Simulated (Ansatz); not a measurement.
**Cl2F2Zr: molecular dynamics**

The plan is to follow the molecule's vibrations and see whether its bonds hold. The start is relaxed first. Runs: 150 steps of 1 fs at constant energy, with velocities drawn for 200 K; 150 steps of 1 fs under a Langevin thermostat at 1000 K.

Method: RKS PBE/def2-SVP, in Ansatz 0.2.0.

## (1) The system as given

Bond lengths: Zr1–Cl2 2.520 Å, Zr1–F3 1.980 Å, Zr1–F4 1.979 Å, Zr1–Cl5 2.518 Å. Angles: Cl2–Zr1–F3 109.4°, Cl2–Zr1–F4 109.5°, Cl2–Zr1–Cl5 109.5°, F3–Zr1–F4 109.5°, F3–Zr1–Cl5 109.5°, F4–Zr1–Cl5 109.5°.

Structure file:

```xyz
5

Zr    0.0000    0.0000    0.0000
Cl    0.0000    0.0000    2.5200
F     1.8671    0.0000   -0.6593
F    -0.9326    1.6157   -0.6593
Cl   -1.1869   -2.0563   -0.8392
```

## (2) Preparing the start

The input, input.yaml:

```yaml
crystal:
  periodic: [false, false, false]
  atoms:
    - { symbol: Zr, position_ang: [0.0, 0.0, 0.0] }
    - { symbol: Cl, position_ang: [0.0, 0.0, 2.52] }
    - { symbol: F, position_ang: [1.8671, 0.0, -0.6593] }
    - { symbol: F, position_ang: [-0.9326, 1.6157, -0.6593] }
    - { symbol: Cl, position_ang: [-1.1869, -2.0563, -0.8392] }
basis:
  gaussian: { orbitals: def2-SVP }
hamiltonian:
  xc: pbe
relax:
  f_tol: 0.02
  max_steps: 40
output:
  orbitals: {}
```

On the command line:

```console
> ansatz run input.yaml --threads 1 --pin off --max-ram 2048MiB --backend cpu --events-out ev --progress --plain --runs-dir out
```

Standard output, cut to the lines that bear on the results:

```text
Warning: RAYON_NUM_THREADS=1 ignored (pool sized by the plan → 1); use --threads N
[...]
Functional definition: PBE
[...]
964 factors; their error is unknown
[...]
mean field -31741.07115354 eV, -1166.4628500218 hartree, gradient 5.0e-5 eV, S^2 0.000000; 0 other end points of the search recorded, 0 dependent functions left out
[...]
reference -31741.07123068 eV, -1166.4628528566 hartree; 32, 32 occupied and 63, 63 virtual orbitals, 964 factors
relax step   1: F+E_penalty+E_count = -31741.07115354 eV  Δ(F+E_penalty+E_count) = +0.000e0 eV  max|allowed force component| = 2.057e0 eV/Å  Δτ_max = 0.0000 Å  (28 SCF iters, accepted)
[...]
relax step   4: F+E_penalty+E_count = -31741.64849554 eV  Δ(F+E_penalty+E_count) = -2.379e-3 eV  max|allowed force component| = 2.502e-2 eV/Å  Δτ_max = 0.0397 Å  (27 SCF iters, accepted)
[...]
relax step   5: F+E_penalty+E_count = -31741.64853701 eV  Δ(F+E_penalty+E_count) = -4.146e-5 eV  max|allowed force component| = 5.286e-3 eV/Å  Δτ_max = 0.0021 Å  (22 SCF iters, accepted)
964 factors; their error is unknown
[...]
mean field -31741.64853701 eV, -1166.4840684729 hartree, gradient 1.7e-5 eV, S^2 0.000000; 1 other end points of the search recorded, 0 dependent functions left out
[...]
reference -31741.64861313 eV, -1166.4840712705 hartree; 32, 32 occupied and 63, 63 virtual orbitals, 964 factors
Total energy: -31741.64861313 eV, -1166.4840712705 hartree
Atom 0 at    -0.012705    -0.022705     0.019034 Å, force     0.001847     0.003157    -0.002582 eV/Å
Atom 1 at    -0.003048    -0.005503     2.367082 Å, force     0.000015     0.000026     0.000977 eV/Å
Atom 2 at     1.774906    -0.009966    -0.620549 Å, force    -0.005286     0.001446     0.000985 eV/Å
Atom 3 at    -0.895373     1.531713    -0.620854 Å, force     0.003883    -0.003833     0.000976 eV/Å
Atom 4 at    -1.116181    -1.934139    -0.782512 Å, force    -0.000459    -0.000796    -0.000356 eV/Å
Dipole moment:     0.009568     0.016567    -0.013525 e Å
```

It took 20 s on 1 thread of Arm Neoverse V2, shared host; peak memory 0.14 GiB.

Relaxation path:

```csv
step,energy from step 1 (eV),largest force component (eV/Å)
1,0.0000,2.0571
2,-0.5070,1.1356
3,-0.5750,0.0591
4,-0.5773,0.0250
5,-0.5774,0.0053
```

Step 1 is the start.

After: Bond lengths: Zr1–Cl2 2.348 Å, Zr1–F3 1.899 Å, Zr1–F4 1.899 Å, Zr1–Cl5 2.348 Å. Angles: Cl2–Zr1–F3 109.4°, Cl2–Zr1–F4 109.4°, Cl2–Zr1–Cl5 110.4°, F3–Zr1–F4 108.6°, F3–Zr1–Cl5 109.4°, F4–Zr1–Cl5 109.4°.

## (3) Run 1

150 steps of 1 fs at constant energy, with velocities drawn for 200 K, from the relaxed start.

The input, input.yaml:

```yaml
crystal:
  periodic: [false, false, false]
  atoms:
    - { symbol: Zr, position_ang: [-0.012705, -0.022705, 0.019034] }
    - { symbol: Cl, position_ang: [-0.003048, -0.005503, 2.367082] }
    - { symbol: F, position_ang: [1.774906, -0.009966, -0.620549] }
    - { symbol: F, position_ang: [-0.895373, 1.531713, -0.620854] }
    - { symbol: Cl, position_ang: [-1.116181, -1.934139, -0.782512] }
basis:
  gaussian: { orbitals: def2-SVP }
hamiltonian:
  xc: pbe
md:
  timestep: 1.0
  n_steps: 150
  ensemble: nve
  temperature: 200.0
  initial_velocities: maxwell_boltzmann
  seed: 12204
```

On the command line:

```console
> ansatz run input.yaml --threads 1 --pin off --max-ram 2048MiB --backend cpu --events-out ev --progress --plain --runs-dir out
```

Standard output, cut to the lines that bear on the results:

```text
Warning: RAYON_NUM_THREADS=1 ignored (pool sized by the plan → 1); use --threads N
[...]
[... 1 set-up line as earlier in the session ...]
[...]
964 factors; their error is unknown
[...]
mean field -31741.64853702 eV, -1166.4840684735 hartree, gradient 6.8e-5 eV, S^2 0.000000; 0 other end points of the search recorded, 0 dependent functions left out
[...]
reference -31741.64861315 eV, -1166.4840712710 hartree; 32, 32 occupied and 63, 63 virtual orbitals, 964 factors
md step     0: t =     0.00 fs  T =   200.0 K  F+E_penalty+E_count = -31741.64853702 eV  E_kin = 0.077556 eV  conserved = -31741.57098102 eV  (28 SCF iters)
[...]
md step    19: t =    19.00 fs  T =   125.8 K  F+E_penalty+E_count = -31741.61971277 eV  E_kin = 0.048781 eV  conserved = -31741.57093166 eV  (28 SCF iters)
[...]
md step    38: t =    38.00 fs  T =    81.6 K  F+E_penalty+E_count = -31741.60251732 eV  E_kin = 0.031632 eV  conserved = -31741.57088526 eV  (30 SCF iters)
[...]
md step    57: t =    57.00 fs  T =    42.9 K  F+E_penalty+E_count = -31741.58752867 eV  E_kin = 0.016635 eV  conserved = -31741.57089388 eV  (31 SCF iters)
[...]
md step    74: t =    74.00 fs  T =    81.8 K  F+E_penalty+E_count = -31741.60267709 eV  E_kin = 0.031715 eV  conserved = -31741.57096201 eV  (31 SCF iters)
md step    75: t =    75.00 fs  T =    82.3 K  F+E_penalty+E_count = -31741.60286517 eV  E_kin = 0.031907 eV  conserved = -31741.57095848 eV  (30 SCF iters)
```

## (4) More of the same log: dynamics from the start

The log, continued, cut to the lines that bear on the results:

```text
md step    76: t =    76.00 fs  T =    81.2 K  F+E_penalty+E_count = -31741.60244537 eV  E_kin = 0.031493 eV  conserved = -31741.57095259 eV  (30 SCF iters)
[...]
md step    94: t =    94.00 fs  T =    87.8 K  F+E_penalty+E_count = -31741.60498458 eV  E_kin = 0.034048 eV  conserved = -31741.57093675 eV  (29 SCF iters)
[...]
md step   112: t =   112.00 fs  T =    62.9 K  F+E_penalty+E_count = -31741.59527125 eV  E_kin = 0.024402 eV  conserved = -31741.57086958 eV  (23 SCF iters)
[...]
md step   130: t =   130.00 fs  T =   134.5 K  F+E_penalty+E_count = -31741.62309050 eV  E_kin = 0.052175 eV  conserved = -31741.57091596 eV  (28 SCF iters)
[...]
md step   148: t =   148.00 fs  T =   147.7 K  F+E_penalty+E_count = -31741.62824175 eV  E_kin = 0.057281 eV  conserved = -31741.57096056 eV  (29 SCF iters)
[...]
md step   149: t =   149.00 fs  T =   146.1 K  F+E_penalty+E_count = -31741.62761357 eV  E_kin = 0.056654 eV  conserved = -31741.57095920 eV  (28 SCF iters)
[...]
md step   150: t =   150.00 fs  T =   143.0 K  F+E_penalty+E_count = -31741.62639238 eV  E_kin = 0.055438 eV  conserved = -31741.57095480 eV  (28 SCF iters)
Total energy: -31741.62646847 eV, -1166.4832574692 hartree
Atom 0 at    -0.015599    -0.019252     0.017481 Å, force     0.392174     0.167433     0.117940 eV/Å
Atom 1 at    -0.003822    -0.052778     2.352480 Å, force    -0.019500     0.059080     0.254883 eV/Å
Atom 2 at     1.773514     0.028461    -0.607624 Å, force     0.121896    -0.059134    -0.053956 eV/Å
Atom 3 at    -0.875203     1.507787    -0.679236 Å, force    -0.226954     0.348985    -0.078278 eV/Å
Atom 4 at    -1.118025    -1.903522    -0.739554 Å, force    -0.267616    -0.516364    -0.240588 eV/Å
Dipole moment:    -0.015280     0.005799    -0.015511 e Å
```

Run time: 8.5 min. Hardware: 1 thread of Arm Neoverse V2, shared host; peak memory 0.13 GiB.

## (5) What the atoms did

The trajectory, every 6 steps (energies from step 0):

```csv
time (fs),T (K),potential energy change (meV/atom),total energy change (meV/atom)
0.0,200,0.0,0.00
6.0,162,3.0,0.01
12.0,111,6.9,0.02
18.0,121,6.1,0.01
24.0,135,5.1,0.00
30.0,104,7.5,0.01
36.0,79,9.4,0.02
42.0,101,7.7,0.01
48.0,122,6.0,0.00
54.0,79,9.4,0.01
60.0,17,14.2,0.02
66.0,30,13.2,0.02
72.0,76,9.6,0.00
78.0,75,9.7,0.01
84.0,53,11.4,0.02
90.0,65,10.5,0.02
96.0,96,8.1,0.01
102.0,87,8.8,0.01
108.0,54,11.4,0.02
114.0,80,9.3,0.02
120.0,145,4.2,0.00
126.0,157,3.3,0.01
132.0,122,6.0,0.02
138.0,112,6.8,0.02
144.0,139,4.7,0.01
150.0,143,4.4,0.01
```

time (fs), T (K) and a bar:
```
      0.0        200 ##############################
      7.0        151 ######################
     13.0        109 ###############
     20.0        130 ##################
     26.0        128 ##################
     33.0         86 ###########
     39.0         85 ###########
     46.0        120 #################
     52.0        100 #############
     59.0         24 
     65.0         22 
     72.0         76 #########
     78.0         75 #########
     85.0         52 #####
     91.0         71 ########
     98.0         99 #############
    104.0         74 #########
    111.0         57 ######
    117.0        115 ################
    124.0        162 ########################
    130.0        135 ###################
    137.0        110 ###############
    143.0        135 ###################
    150.0        143 ####################
```

Maxima of the velocity power spectrum (cm⁻¹, relative height; resolution about 440 cm⁻¹): 280 (100), 610 (95).

## (6) Frames from the trajectory

Extended XYZ, with forces in eV/Å:

```xyz
5
time_fs=19.0 T=126 dE=0.0288
Zr    0.001   -0.002    0.005   -0.369   -1.016    0.373
Cl   -0.042   -0.023    2.366    0.077    0.032   -0.215
F     1.770   -0.029   -0.659    0.254    0.063   -0.065
F    -0.882    1.556   -0.569   -0.210    0.401   -0.222
Cl   -1.118   -1.974   -0.754    0.248    0.519    0.129
5
time_fs=38.0 T=82 dE=0.0460
Zr    0.003   -0.009    0.001   -0.126    0.561   -0.350
Cl   -0.073   -0.038    2.348    0.120    0.009   -0.078
F     1.790   -0.037   -0.700   -0.491    0.042    0.268
F    -0.890    1.620   -0.546    0.427   -0.854    0.169
Cl   -1.099   -1.969   -0.715    0.070    0.243   -0.008
5
time_fs=56.0 T=54 dE=0.0565
Zr    0.001   -0.006   -0.009    0.205   -0.359    0.528
Cl   -0.092   -0.052    2.324    0.134    0.024    0.235
F     1.756   -0.038   -0.706    0.405    0.044   -0.090
F    -0.850    1.584   -0.512   -0.429    0.668   -0.384
Cl   -1.076   -1.944   -0.680   -0.316   -0.377   -0.289
5
time_fs=75.0 T=82 dE=0.0457
Zr    0.004   -0.008   -0.006    0.049    0.531   -0.063
Cl   -0.099   -0.064    2.320    0.144    0.028    0.292
F     1.768   -0.031   -0.719    0.009    0.020    0.093
F    -0.858    1.616   -0.527    0.060   -0.275   -0.060
Cl   -1.079   -1.949   -0.668   -0.262   -0.303   -0.263
5
time_fs=94.0 T=88 dE=0.0436
Zr    0.009    0.004   -0.003   -0.169    0.016   -0.241
Cl   -0.092   -0.072    2.341    0.147    0.069   -0.046
F     1.785   -0.020   -0.717   -0.336    0.030    0.231
F    -0.866    1.619   -0.559    0.214   -0.498    0.076
Cl   -1.104   -1.978   -0.680    0.144    0.383   -0.019
5
time_fs=112.0 T=63 dE=0.0533
Zr    0.008    0.012   -0.005   -0.378   -1.379    0.676
Cl   -0.072   -0.074    2.358    0.121    0.111   -0.243
F     1.764   -0.004   -0.684    0.459    0.036   -0.122
F    -0.852    1.564   -0.587   -0.429    0.737   -0.332
Cl   -1.118   -1.976   -0.695    0.227    0.494    0.021
5
time_fs=131.0 T=128 dE=0.0279
Zr   -0.005   -0.014    0.009    0.072    0.862   -0.331
Cl   -0.041   -0.067    2.356    0.050    0.061   -0.027
F     1.790    0.017   -0.657   -0.375   -0.062    0.181
F    -0.881    1.577   -0.652    0.335   -0.716    0.312
Cl   -1.115   -1.934   -0.711   -0.082   -0.145   -0.135
5
time_fs=150.0 T=143 dE=0.0221
Zr   -0.016   -0.019    0.018    0.392    0.167    0.118
Cl   -0.004   -0.053    2.353   -0.019    0.059    0.255
F     1.774    0.029   -0.608    0.122   -0.059   -0.054
F    -0.875    1.508   -0.679   -0.227    0.349   -0.078
Cl   -1.118   -1.903   -0.740   -0.268   -0.516   -0.241
```

Reading of run 1. The temperature starts at 200 K and averages 101 K in the second half, where it ranges from 52 to 162 K; a mean near half the start is what vibrations about a minimum give, since they share energy equally between motion and strain. The total energy strays from its start by at most 0.02 meV/atom, 0.3 % of the mean kinetic energy, which is good for a step of 1 fs. No bond forms or breaks.

## (7) Run 2

150 steps of 1 fs under a Langevin thermostat at 1000 K, starting from the last frame of an earlier run, with new velocities.

The input, input.yaml:

```yaml
crystal:
  periodic: [false, false, false]
  atoms:
    - { symbol: Zr, position_ang: [-0.015599, -0.019252, 0.017481] }
    - { symbol: Cl, position_ang: [-0.003822, -0.052778, 2.35248] }
    - { symbol: F, position_ang: [1.773514, 0.028461, -0.607624] }
    - { symbol: F, position_ang: [-0.875203, 1.507787, -0.679236] }
    - { symbol: Cl, position_ang: [-1.118025, -1.903522, -0.739554] }
basis:
  gaussian: { orbitals: def2-SVP }
hamiltonian:
  xc: pbe
md:
  timestep: 1.0
  n_steps: 150
  ensemble: nvt_langevin
  temperature: 1000.0
  initial_velocities: maxwell_boltzmann
  seed: 466736
  friction: 0.02
```

On the command line:

```console
> ansatz run input.yaml --threads 1 --pin off --max-ram 2048MiB --backend cpu --events-out ev --progress --plain --runs-dir out
```

Standard output, cut to the lines that bear on the results:

```text
Warning: RAYON_NUM_THREADS=1 ignored (pool sized by the plan → 1); use --threads N
[...]
[... 1 set-up line as earlier in the session ...]
[...]
964 factors; their error is unknown
[...]
mean field -31741.62638870 eV, -1166.4832545376 hartree, gradient 2.8e-5 eV, S^2 0.000000; 0 other end points of the search recorded, 0 dependent functions left out
[...]
reference -31741.62646477 eV, -1166.4832573332 hartree; 32, 32 occupied and 63, 63 virtual orbitals, 964 factors
md step     0: t =     0.00 fs  T =   800.0 K  F+E_penalty+E_count = -31741.62638870 eV  E_kin = 0.517040 eV  (27 SCF iters)
[...]
md step    18: t =    18.00 fs  T =  1211.1 K  F+E_penalty+E_count = -31741.30769699 eV  E_kin = 0.782760 eV  (28 SCF iters)
[...]
md step    36: t =    36.00 fs  T =  1486.8 K  F+E_penalty+E_count = -31741.32613411 eV  E_kin = 0.960892 eV  (28 SCF iters)
[...]
md step    54: t =    54.00 fs  T =   997.5 K  F+E_penalty+E_count = -31740.94791836 eV  E_kin = 0.644709 eV  (30 SCF iters)
[...]
md step    72: t =    72.00 fs  T =   980.9 K  F+E_penalty+E_count = -31740.94270814 eV  E_kin = 0.633924 eV  (29 SCF iters)
md step    73: t =    73.00 fs  T =   898.3 K  F+E_penalty+E_count = -31740.93210749 eV  E_kin = 0.580592 eV  (29 SCF iters)
md step    74: t =    74.00 fs  T =   898.5 K  F+E_penalty+E_count = -31740.92299665 eV  E_kin = 0.580672 eV  (29 SCF iters)
```

## (8) More of the same log: dynamics from the last frame of an earlier run

Output, continued, cut to the lines that bear on the results:

```text
md step    75: t =    75.00 fs  T =   798.4 K  F+E_penalty+E_count = -31740.91214183 eV  E_kin = 0.516003 eV  (30 SCF iters)
[...]
md step    94: t =    94.00 fs  T =  1239.6 K  F+E_penalty+E_count = -31740.95780731 eV  E_kin = 0.801165 eV  (28 SCF iters)
[...]
md step   113: t =   113.00 fs  T =  1731.9 K  F+E_penalty+E_count = -31741.35700297 eV  E_kin = 1.119328 eV  (29 SCF iters)
[...]
md step   132: t =   132.00 fs  T =   943.7 K  F+E_penalty+E_count = -31741.02855483 eV  E_kin = 0.609942 eV  (29 SCF iters)
[...]
md step   149: t =   149.00 fs  T =   808.6 K  F+E_penalty+E_count = -31741.05739708 eV  E_kin = 0.522610 eV  (30 SCF iters)
[...]
md step   150: t =   150.00 fs  T =   755.0 K  F+E_penalty+E_count = -31741.07929831 eV  E_kin = 0.487951 eV  (27 SCF iters)
Total energy: -31741.07937256 eV, -1166.4631520654 hartree
Atom 0 at    -0.135479     0.259793     0.033336 Å, force    -2.031572     0.296846     0.227830 eV/Å
Atom 1 at    -0.375107    -0.365170     2.489157 Å, force     0.270328     0.636563    -1.736900 eV/Å
Atom 2 at     1.514771     0.521355    -0.747935 Å, force     1.426435    -0.113800    -0.043015 eV/Å
Atom 3 at    -0.837138     1.892047    -0.814891 Å, force     0.164433    -1.327961     1.126765 eV/Å
Atom 4 at    -0.982249    -1.568926    -1.231499 Å, force     0.170376     0.508352     0.425319 eV/Å
Dipole moment:     0.060509     0.063075     0.056655 e Å
```

It took 8.6 min on 1 thread of Arm Neoverse V2, shared host; peak memory 0.13 GiB.

## (9) The trajectory

The trajectory, every 11 steps (energies from step 0):

```csv
time (fs),T (K),potential energy change (meV/atom)
0.0,800,0.0
11.0,670,50.5
22.0,1326,53.1
33.0,1816,51.0
44.0,1145,96.5
55.0,759,141.5
66.0,782,139.2
77.0,600,146.7
88.0,921,116.7
99.0,1245,125.2
110.0,1669,51.9
121.0,942,87.5
132.0,944,119.6
143.0,775,132.3
150.0,755,109.4
```

time (fs), T (K) and a bar:
```
      0.0        800 ####
      7.0        622 
     13.0        822 #####
     20.0       1279 #################
     26.0       1330 ##################
     33.0       1816 ##############################
     39.0       1766 #############################
     46.0       1060 ###########
     52.0       1112 ############
     59.0        651 #
     65.0        724 ###
     72.0        981 #########
     78.0        703 ##
     85.0        783 ####
     91.0       1405 ####################
     98.0       1232 ###############
    104.0       1451 #####################
    111.0       1700 ###########################
    117.0       1399 ####################
    124.0        958 ########
    130.0       1007 ##########
    137.0        956 ########
    143.0        775 ####
    150.0        755 ###
```

Maxima of the velocity power spectrum (cm⁻¹, relative height; resolution about 440 cm⁻¹): 220 (100).

## (10) Frames from the trajectory

Extended XYZ, with forces in eV/Å:

```xyz
5
time_fs=19.0 T=1204 dE=0.3119
Zr   -0.073   -0.059    0.058    1.874    2.000   -2.270
Cl    0.082   -0.166    2.272   -0.099   -0.026    2.560
F     1.800    0.090   -0.433   -0.921   -0.215    0.066
F    -0.920    1.459   -0.750   -0.042   -0.104    0.314
Cl   -1.060   -1.911   -0.743   -0.812   -1.654   -0.671
5
time_fs=38.0 T=1712 dE=0.3430
Zr   -0.099   -0.031    0.030    0.195   -1.931    1.503
Cl    0.178   -0.360    2.389   -0.618    0.240   -0.319
F     1.746    0.162   -0.122    0.937    0.070   -0.771
F    -0.905    1.403   -0.819   -0.750    1.436   -0.473
Cl   -1.092   -1.967   -0.917    0.236    0.185    0.060
5
time_fs=56.0 T=621 dE=0.7315
Zr   -0.160   -0.003    0.039    0.870    0.936    0.432
Cl    0.169   -0.469    2.441   -0.981    0.335   -1.018
F     1.756    0.177    0.107   -0.911   -0.070   -1.001
F    -0.911    1.552   -0.978    0.716   -1.478    1.365
Cl   -1.085   -1.887   -1.056    0.306    0.278    0.222
5
time_fs=75.0 T=798 dE=0.7142
Zr   -0.221    0.026    0.044    3.574   -0.517    0.841
Cl    0.025   -0.557    2.317   -0.922    0.175    0.318
F     1.783    0.162    0.170   -2.217   -0.059   -1.065
F    -0.812    1.560   -0.880   -0.379    0.653    0.071
Cl   -1.076   -1.801   -1.109   -0.056   -0.251   -0.163
5
time_fs=94.0 T=1240 dE=0.6686
Zr   -0.185    0.054    0.109   -1.006    2.046   -3.581
Cl   -0.119   -0.505    2.232   -0.534   -0.606    3.372
F     1.652    0.244    0.059    1.509    0.007   -0.582
F    -0.763    1.676   -0.873    0.131   -0.915    1.073
Cl   -1.071   -1.726   -1.082   -0.100   -0.532   -0.282
5
time_fs=112.0 T=1719 dE=0.2603
Zr   -0.168    0.147    0.085    0.666   -1.111    1.059
Cl   -0.224   -0.519    2.389   -0.206    0.423   -0.290
F     1.663    0.346   -0.257    0.564   -0.151   -0.111
F    -0.736    1.680   -0.799   -0.820    1.310   -0.282
Cl   -1.023   -1.654   -1.077   -0.204   -0.470   -0.376
5
time_fs=131.0 T=1153 dE=0.5839
Zr   -0.169    0.237    0.064    0.943   -1.080    0.661
Cl   -0.338   -0.497    2.558    0.096    0.888   -2.071
F     1.649    0.465   -0.519   -0.826   -0.381    0.580
F    -0.737    1.823   -0.817   -0.429   -0.104    0.467
Cl   -0.999   -1.644   -1.146    0.216    0.676    0.363
5
time_fs=150.0 T=755 dE=0.5471
Zr   -0.136    0.260    0.033   -2.032    0.297    0.228
Cl   -0.375   -0.365    2.489    0.270    0.637   -1.737
F     1.515    0.521   -0.748    1.426   -0.114   -0.043
F    -0.837    1.892   -0.815    0.164   -1.328    1.127
Cl   -0.982   -1.569   -1.232    0.170    0.508    0.425
```

On run 2: Against a set 1000 K the second half averages 1064 K with a spread of 297 K. No bond forms or breaks.

## (11) Results

```
                                 quantity                                     value
                  relaxation of the start                   4 moves, 0.577 eV lower
                            run 1: length                         150 steps of 1 fs
  run 1: temperature, first and last step                             200 and 143 K
          run 1: temperature, second half              mean 101 K, from 52 to 162 K
     run 1: potential energy, second half    +8 meV/atom from this run's first step
run 1: largest change of the total energy                             0.02 meV/atom
            run 1: bonds formed or broken                                         0
                            run 2: length                         150 steps of 1 fs
  run 2: temperature, first and last step                             800 and 755 K
          run 2: temperature, second half           mean 1064 K, from 600 to 1732 K
     run 2: potential energy, second half  +110 meV/atom from this run's first step
            run 2: bonds formed or broken                                         0
```

**Reading.** Mean temperatures of the second halves: 101 K, 1064 K. No bond formed or broke in any run. 150 fs on 5 atoms is far too short and small for converged averages.
